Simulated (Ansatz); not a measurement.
This script makes an atomisation energy of GeH4, SMILES [GeH4] with Ansatz 0.2.0 through its Python package.

`geh4.xyz`
```text
5

Ge    0.00094    0.00110   -0.00050
H     1.10864   -0.73204    0.65786
H    -1.19637   -0.02948    0.87319
H    -0.31847   -0.64754   -1.29479
H     0.40527    1.40796   -0.23577
```

Script `geh4.py`:
```python
"""Energy to split GeH4 into its atoms."""

from collections import Counter

import ansatz as az

BASIS = "def2-SVP"
LEVEL = "ccsd_t"


def energy_of(molecule, charge=0, unpaired=0):
    calc = molecule.calculation().basis(gaussian=BASIS).correlation(LEVEL)
    if charge:
        calc = calc.charge(charge)
    if unpaired:
        calc = calc.spin("collinear", total=unpaired)
    report = calc.run(threads=1).report
    if report["published_state_doubts"]:
        print("  doubts:", report["published_state_doubts"])
    return report["free_energy_ev"]


def main() -> None:
    mol = az.Crystal.molecule_from_extxyz("geh4.xyz")

    # unpaired electrons of the ground-state atoms
    unpaired = {"Ge": 2, "H": 1}
    counts = Counter(site.symbol for site in mol.cartesian_sites)
    atom_energy = {s: energy_of(az.Crystal.molecule().atom(s, (0, 0, 0)), 0, unpaired[s]) for s in counts}
    whole = energy_of(mol, 0, 0)
    for s, e in atom_energy.items():
        print(f"{s:2s} x{counts[s]}  {e:14.5f} eV")
    print(f"GeH4: {whole:.5f} eV")
    split = sum(counts[s] * e for s, e in atom_energy.items()) - whole
    print(f"atomisation energy (no zero-point term): {split:.3f} eV, {split / sum(counts.values()):.3f} eV an atom")


if __name__ == "__main__":
    main()
```

What does it cost to take this molecule apart into atoms?

12.163 eV from the electronic energies, without the zero-point term.

The output:

```console
$ python geh4.py
Ge x1    -56470.13173 eV
H  x4       -13.58606 eV
GeH4: -56536.63881 eV
atomisation energy (no zero-point term): 12.163 eV, 2.433 eV an atom
```

Notes:
- Total energies depend on the basis set; only differences at equal settings carry meaning.
- The geometry is a force-field or estimated start, not a minimum of this method, and the basis set is short of its limit. All parts are taken at fixed geometry, without zero-point energy.
- In double-zeta sets correlated atomisation energies come out some 10 to 15 % low.
- Wall time of the script: 3.6 s on 1 thread of Intel(R) Xeon(R) Platinum 8259CL CPU @ 2.50GHz (Skylake/Cascade Lake) (shared host), peak memory 0.18 GiB.

(Lines on the test bed's own set-up are left out of the output.)
